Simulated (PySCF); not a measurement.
# Si19H30O: NMR shifts

Wanted: NMR shifts for Si19H30O.

Computed with PySCF 2.14.0 and routines of our own; the level stands in each step. Atoms count from 0.

### 1 The system as given

50 atoms, charge 0, multiplicity 1; geometry from: GFN2-xTB.

### 2 NMR shifts: GIAO KT2/pcSseg-1 in tetrahydrofuran

Job settings and geometry (Å):

```
{"job": {"kind": "nmr", "basis": "pcSseg-1", "pop": false, "xc": "KT2", "solvent": "tetrahydrofuran"}, "charge": 0, "multiplicity": 1}
Si     0.303317     1.626554     0.648618
Si    -0.059208     1.636346    -1.682649
Si     0.041219    -0.604511    -2.383900
Si     1.873753    -1.559228    -1.284207
Si     2.239728    -3.851429    -1.511337
Si     2.746797    -4.341090    -3.740735
Si    -1.719273    -1.599444     0.752862
Si    -1.783187    -1.901683    -1.581172
Si    -1.503341    -4.163945    -2.202191
Si    -1.077463    -4.472288    -4.487748
Si     0.279225    -4.995444    -0.919580
Si     1.031082    -5.340870    -4.946522
Si    -0.760586     2.591450     4.282522
Si    -1.128077     2.897083     1.991528
Si     0.319168    -0.631223     1.296613
Si    -1.236402     5.163032     1.433149
Si     0.606462     6.160629     4.735327
Si     0.386040     6.487356     2.438989
Si    -0.830468     4.529133     5.566415
O      1.370169    -1.376475     0.275765
H      1.635625     2.256071     0.852947
H      0.890688     2.489545    -2.419628
H     -1.365121     2.246468    -1.994158
H      0.214600    -0.802017    -3.842863
H      3.095160    -0.731820    -1.318429
H      3.362126    -4.335720    -0.676039
H      3.104001    -3.084881    -4.424347
H      3.976892    -5.134698    -3.855713
H     -2.773939    -0.706568     1.267866
H     -2.019234    -2.876836     1.420923
H     -3.046242    -1.371358    -2.140915
H     -2.739366    -4.903273    -1.861195
H     -1.195291    -3.155181    -5.137141
H     -2.143881    -5.250360    -5.134472
H     -0.021612    -4.875090     0.514475
H      0.427393    -6.448870    -1.104036
H      1.308126    -5.333548    -6.390853
H      1.011274    -6.780458    -4.634575
H      0.591281     2.012099     4.405656
H     -1.615810     1.518817     4.810843
H     -2.473201     2.340087     1.707813
H      0.935919    -0.938818     2.593394
H     -1.197029     5.297225    -0.030470
H     -2.558140     5.715424     1.775359
H      0.470598     7.429695     5.465682
H      1.991025     5.760384     5.035904
H      0.203385     7.914613     2.139437
H      1.667219     6.179026     1.783742
H     -2.206843     5.056507     5.511537
H     -0.625272     4.282842     7.001540
```

Level: GIAO KT2/pcSseg-1 NMR shielding, non-relativistic, IEF-PCM tetrahydrofuran.

The run is started by

```console
OMP_NUM_THREADS=2 python large_run.py task.json out
```

This one command runs all jobs of the session in turn.

The program printed:

```text
start: PBE on a coarse grid of 48293 points
cycle   1  E = -5590.3884395906  dE =  9.366e-01  |g| = 9.678e-01  |ddm| = 7.022e+00
cycle   2  E = -5588.8668289548  dE =  1.522e+00  |g| = 2.682e+00  |ddm| = 7.508e+00
cycle   3  E = -5590.5439301720  dE = -1.677e+00  |g| = 2.817e-01  |ddm| = 7.171e+00
cycle   4  E = -5590.5559070333  dE = -1.198e-02  |g| = 1.883e-01  |ddm| = 9.572e-01
cycle   5  E = -5590.5677298006  dE = -1.182e-02  |g| = 6.285e-02  |ddm| = 5.135e-01
cycle   6  E = -5590.5690945103  dE = -1.365e-03  |g| = 1.875e-02  |ddm| = 1.579e-01
cycle   7  E = -5590.5692077259  dE = -1.132e-04  |g| = 3.871e-03  |ddm| = 3.899e-02
final grid: 365066 points
cycle   8  E = -5643.2630037218  dE = -8.397e-02  |g| = 5.632e-01  |ddm| = 1.479e+00
cycle   9  E = -5643.2634224241  dE = -4.187e-04  |g| = 3.590e-01  |ddm| = 7.901e-01
cycle  10  E = -5643.2672440220  dE = -3.822e-03  |g| = 2.535e-01  |ddm| = 7.812e-01
cycle  11  E = -5643.2810632072  dE = -1.382e-02  |g| = 1.780e-02  |ddm| = 3.679e-01
cycle  12  E = -5643.2811839510  dE = -1.207e-04  |g| = 4.624e-03  |ddm| = 3.842e-02
cycle  13  E = -5643.2811890335  dE = -5.082e-06  |g| = 1.414e-03  |ddm| = 1.320e-02
cycle  14  E = -5643.2811868207  dE =  2.213e-06  |g| = 5.735e-04  |ddm| = 4.084e-03
cycle  15  E = -5643.2811881807  dE = -1.360e-06  |g| = 1.064e-04  |ddm| = 1.284e-03
cycle  16  E = -5643.2811837567  dE =  4.424e-06  |g| = 3.903e-05  |ddm| = 2.227e-04
converged SCF energy = -5643.2811837567

GIAO shielding tensors (ppm)
atom      isotropic    diamagn.    paramagn.     s11        s22        s33       span
  0 Si     479.806     888.716    -408.910    441.314    491.330    506.775     65.461
  1 Si     469.554     887.256    -417.702    442.251    467.504    498.905     56.654
  2 Si     494.623     887.829    -393.206    479.617    490.750    513.502     33.885
  3 Si     359.179     885.588    -526.409    285.195    342.929    449.415    164.220
  4 Si     490.297     885.399    -395.102    480.483    486.520    503.888     23.406
  5 Si     491.681     884.205    -392.524    470.489    495.915    508.640     38.151
  6 Si     480.890     888.016    -407.126    458.641    475.243    508.785     50.144
  7 Si     475.359     887.371    -412.012    446.333    469.447    510.298     63.965
  8 Si     481.738     885.917    -404.179    455.973    492.472    496.770     40.797
  9 Si     480.204     884.483    -404.279    462.082    476.348    502.181     40.100
 10 Si     480.221     885.428    -405.206    450.611    491.810    498.243     47.633
 11 Si     487.169     881.618    -394.449    472.889    488.371    500.245     27.357
 12 Si     482.307     886.323    -404.016    466.926    476.756    503.238     36.312
 13 Si     488.738     887.220    -398.481    464.954    498.423    502.838     37.884
 14 Si     367.735     885.775    -518.040    285.107    347.666    470.433    185.326
 15 Si     484.922     884.996    -400.074    467.619    483.494    503.653     36.034
 16 Si     486.935     882.245    -395.310    469.826    487.606    503.372     33.546
 17 Si     488.191     883.759    -395.568    469.735    485.232    509.606     39.872
 18 Si     486.573     882.541    -395.968    469.947    491.206    498.566     28.619
 19 O      314.943     406.213     -91.270    179.503    369.266    396.059    216.556
 20 H       27.412      35.000      -7.588     22.787     27.316     32.133      9.346
 21 H       27.256      32.392      -5.136     22.378     25.729     33.661     11.283
 22 H       27.476      33.219      -5.744     23.249     26.813     32.366      9.117
 23 H       27.816      34.488      -6.672     22.672     27.026     33.749     11.077
 24 H       24.835      32.333      -7.498     21.086     24.777     28.641      7.555
 25 H       27.506      31.299      -3.793     23.194     24.652     34.671     11.477
 26 H       28.228      30.102      -1.874     24.245     27.335     33.105      8.859
 27 H       27.991      28.813      -0.822     23.113     25.327     35.532     12.419
 28 H       27.854      33.987      -6.133     23.033     26.918     33.611     10.578
 29 H       27.677      33.582      -5.905     22.931     26.995     33.104     10.173
 30 H       27.202      33.165      -5.963     22.551     25.500     33.555     11.004
 31 H       27.455      31.505      -4.050     22.795     24.968     34.602     11.807
 32 H       27.842      30.654      -2.812     23.738     27.836     31.952      8.214
 33 H       27.708      29.123      -1.414     22.883     25.091     35.150     12.267
 34 H       27.517      31.639      -4.122     23.335     26.758     32.458      9.124
 35 H       27.630      31.972      -4.342     23.850     24.688     34.353     10.503
 36 H       27.947      26.829       1.118     23.679     24.807     35.354     11.675
 37 H       27.975      28.137      -0.161     24.819     25.220     33.887      9.067
 38 H       28.150      32.868      -4.718     23.712     28.448     32.289      8.578
 39 H       27.976      31.932      -3.956     22.716     27.283     33.928     11.212
 40 H       27.866      34.025      -6.159     23.621     27.228     32.747      9.126
 41 H       25.009      32.960      -7.951     20.461     24.889     29.677      9.216
 42 H       28.014      30.787      -2.773     22.968     27.512     33.563     10.595
 43 H       27.860      30.665      -2.805     24.348     25.431     33.801      9.452
 44 H       27.919      26.111       1.808     23.407     25.077     35.272     11.865
 45 H       27.987      28.396      -0.409     25.046     25.293     33.622      8.576
 46 H       27.950      28.162      -0.212     23.237     25.401     35.213     11.977
 47 H       27.972      30.579      -2.608     24.280     26.612     33.023      8.742
 48 H       28.041      28.989      -0.949     24.948     25.968     33.206      8.258
 49 H       27.929      27.753       0.176     23.486     25.112     35.189     11.703
```

Run time: 54 s. Hardware: 2 threads of Intel Xeon at 2.60GHz, shared host; peak memory 1.6 GiB.

The references, computed at this level on geometries of the same kind, shield at (ppm): ¹H TMS 31.60, ²⁹Si TMS 357.2. Their shielding less the atom's gives the shift. The references are single molecules in the same continuum.

| atoms | environment | σ (ppm) | δ (ppm) |
| --- | --- | --- | --- |
| H24 | hydrogen on a silicon bonded to O, 2 Si | 24.83 | 6.77 |
| H41 | hydrogen on a silicon bonded to O, 2 Si | 25.01 | 6.59 |
| H30 | hydrogen on a silicon bonded to 3 Si | 27.20 | 4.40 |
| H21 | hydrogen on a silicon bonded to 2 Si | 27.26 | 4.34 |
| H20 | hydrogen on a silicon bonded to 3 Si | 27.41 | 4.19 |
| H31 | hydrogen on a silicon bonded to 3 Si | 27.45 | 4.15 |
| H22 | hydrogen on a silicon bonded to 2 Si | 27.48 | 4.13 |
| H25 | hydrogen on a silicon bonded to 3 Si | 27.51 | 4.10 |
| H34 | hydrogen on a silicon bonded to 2 Si | 27.52 | 4.08 |
| H35 | hydrogen on a silicon bonded to 2 Si | 27.63 | 3.97 |
| H29 | hydrogen on a silicon bonded to 2 Si | 27.68 | 3.92 |
| H33 | hydrogen on a silicon bonded to 2 Si | 27.71 | 3.89 |
| H23 | hydrogen on a silicon bonded to 3 Si | 27.82 | 3.79 |
| H32 | hydrogen on a silicon bonded to 2 Si | 27.84 | 3.76 |
| H28 | hydrogen on a silicon bonded to 2 Si | 27.85 | 3.75 |
| H43 | hydrogen on a silicon bonded to 2 Si | 27.86 | 3.74 |
| H40 | hydrogen on a silicon bonded to 3 Si | 27.87 | 3.74 |
| H44 | hydrogen on a silicon bonded to 2 Si | 27.92 | 3.68 |
| H49 | hydrogen on a silicon bonded to 2 Si | 27.93 | 3.67 |
| H36 | hydrogen on a silicon bonded to 2 Si | 27.95 | 3.65 |
| H46 | hydrogen on a silicon bonded to 2 Si | 27.95 | 3.65 |
| H47 | hydrogen on a silicon bonded to 2 Si | 27.97 | 3.63 |
| H37 | hydrogen on a silicon bonded to 2 Si | 27.98 | 3.63 |
| H39 | hydrogen on a silicon bonded to 2 Si | 27.98 | 3.63 |
| H45 | hydrogen on a silicon bonded to 2 Si | 27.99 | 3.61 |
| H27 | hydrogen on a silicon bonded to 2 Si | 27.99 | 3.61 |
| H42 | hydrogen on a silicon bonded to 2 Si | 28.01 | 3.59 |
| H48 | hydrogen on a silicon bonded to 2 Si | 28.04 | 3.56 |
| H38 | hydrogen on a silicon bonded to 2 Si | 28.15 | 3.45 |
| H26 | hydrogen on a silicon bonded to 2 Si | 28.23 | 3.37 |
| Si3 | silicon bonded to O, 2 Si, H | 359.2 | -1.9 |
| Si14 | silicon bonded to O, 2 Si, H | 367.7 | -10.5 |
| Si1 | silicon bonded to 2 Si, 2 H | 469.6 | -112.3 |
| Si7 | silicon bonded to 3 Si, H | 475.4 | -118.1 |
| Si0 | silicon bonded to 3 Si, H | 479.8 | -122.6 |
| Si9 | silicon bonded to 2 Si, 2 H | 480.2 | -123.0 |
| Si10 | silicon bonded to 2 Si, 2 H | 480.2 | -123.0 |
| Si6 | silicon bonded to 2 Si, 2 H | 480.9 | -123.7 |
| Si8 | silicon bonded to 3 Si, H | 481.7 | -124.5 |
| Si12 | silicon bonded to 2 Si, 2 H | 482.3 | -125.1 |

Ring of atoms Si0, Si1, Si2, Si3, Si14, O19: NICS(0) -0.6, NICS(1) -0.7, NICS(1)zz 3.1 ppm (means of both faces).

Ring of atoms Si0, Si1, Si2, Si6, Si7, Si14: NICS(0) -0.8, NICS(1) -1.4, NICS(1)zz 1.7 ppm (means of both faces).

The two faces differ (NICS(1)zz 5.1 and -1.8 ppm).

Ring of atoms Si2, Si3, Si4, Si7, Si8, Si10: NICS(0) -1.5, NICS(1) -1.5, NICS(1)zz 3.0 ppm (means of both faces).

### 3 Outcome

| quantity | value |
| --- | --- |
| ¹H shifts against TMS (KT2/pcSseg-1, tetrahydrofuran) | 6.77, 6.59, 4.40, 4.34, 4.19, 4.15, 4.13, 4.10, 4.08, 3.97, 3.92, 3.89, 3.79, 3.76 ppm and more |
| ²⁹Si shifts against TMS (KT2/pcSseg-1, tetrahydrofuran) | -1.9, -10.5, -112.3, -118.1, -122.6, -123.0, -123.0, -123.7, -124.5, -125.1, -127.7, -129.3, -129.7, -129.9 ppm and more |
| shieldings of O (KT2/pcSseg-1, tetrahydrofuran) | O19 314.9 ppm |

What this shows: At KT2/pcSseg-1: Shielding is most anisotropic at O19 (span 217 ppm, paramagnetic term -91 ppm).
